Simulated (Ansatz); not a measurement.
# TaRu (Pm-3m): spin response to a magnetic field from a Python script

The task is the spin response to a magnetic field, for TaRu (Pm-3m).

Computed with the Python package of Ansatz 0.2.0. Level of theory: DFT PBEsol, plane waves, PAW.

## 1. The structure

The structure is cubic, space group Pm-3m (No. 221). The conventional cell has a = 3.187 Å, b = 3.187 Å, c = 3.187 Å, α = 90.00°, β = 90.00°, γ = 90.00°. Around Ta (site symmetry m-3m) lie 8 Ru at 2.76 Å. Ru (site symmetry m-3m) has 8 Ta at 2.76 Å as nearest neighbours.

The script holds or builds the structure itself.

## 2. The code

zeeman.py reads:

```python
'''Spin moment of TaRu in a magnetic field.'''

import ansatz as az
import numpy as np
from pymatgen.core import Lattice, Structure
from pymatgen.io.ase import AseAtomsAdaptor

pmg_structure = Structure(
    Lattice([(3.187, 0.0, 0.0), (0.0, 3.187, 0.0), (0.0, 0.0, 3.187)]),
    ['Ta', 'Ru'],
    [
        (0.5, 0.5, 0.5),
        (0.0, 0.0, 0.0),
    ],
)
taru = az.Crystal.from_ase(AseAtomsAdaptor.get_atoms(pmg_structure))

base = (
    taru.calculation()
    .accuracy('medium')
    .functional('pbesol')
    .kpoints(6, 6, 6, center='gamma')
    .scf(tolerance=1e-07, max_iterations=60, lower_state_search='light')
    .occupations('Fermi-Dirac', width=0.15)
    .spin('collinear')
)
# the field acts on the spins alone; such large fields lift the response over the noise
rows = []
for tesla in [-200, 0, 200]:
    r = (base.magnetic_field(tesla) if tesla else base).run().report
    rows.append((tesla, r['magnetization_mub'], r['free_energy_ev'], r['components'].get('e_zeeman', 0.0)))
print('         B (T)      moment muB            F eV  Zeeman term eV')
for row in rows:
    print(f'{str(row[0]):>14s}  {row[1]:14.4f}  {row[2]:14.5f}  {row[3]:14.5f}')
slope = np.polyfit([row[0] for row in rows], [row[1] for row in rows], 1)[0]
print(f'dM/dB = {1000 * slope:.4f} muB per 1000 T per cell')
```

## 3. What the engine is handed

The engine receives this input (first run):

```yaml
crystal:
  lattice:
    - [3.187, 0.0, 0.0]
    - [0.0, 3.187, 0.0]
    - [0.0, 0.0, 3.187]
  atoms:
    - { symbol: Ta, position: [0.5, 0.5, 0.5] }
    - { symbol: Ru, position: [0.0, 0.0, 0.0] }
accuracy: medium
kpoints:
  mp_grid:
    grid: [6, 6, 6]
    shift: [0.0, 0.0, 0.0]
hamiltonian:
  xc: pbesol
magnetization:
  spin_polarized: true
  magnetic_field: -200.0
scf:
  max_iter: 60
  convergence:
    dr2_threshold: 1.0e-07
  lower_state_search: light
  occupations:
    method: fermi_dirac
    width: 0.15
```

## 4. Launch

Run with:

```
$ python zeeman.py
```

Without the output at hand: what should come out? Wanted: dM/dB; range of energy.

As calculated:

```
       quantity                          value
          dM/dB  0.3646 μB per 1000 T per cell
  runs compared                              3
range of energy                  0.21 meV/atom
```

All 3 runs converged (14 to 19 cycles). Caveats:
- For a metal this k-point mesh is coarse: on a finer one energies can move by several to tens of meV an atom and pressures by half a GPa or more, differences at one mesh by less.
- A Fermi-Dirac width this large means warm electrons, whose thermal share enters the free energy.
- Spin-orbit coupling, which matters for elements this heavy, is left out.
- Orbital magnetism is left out. The response of a metal hangs strongly on mesh and smearing, and a straight-line fit holds only where the moment is linear in the field.
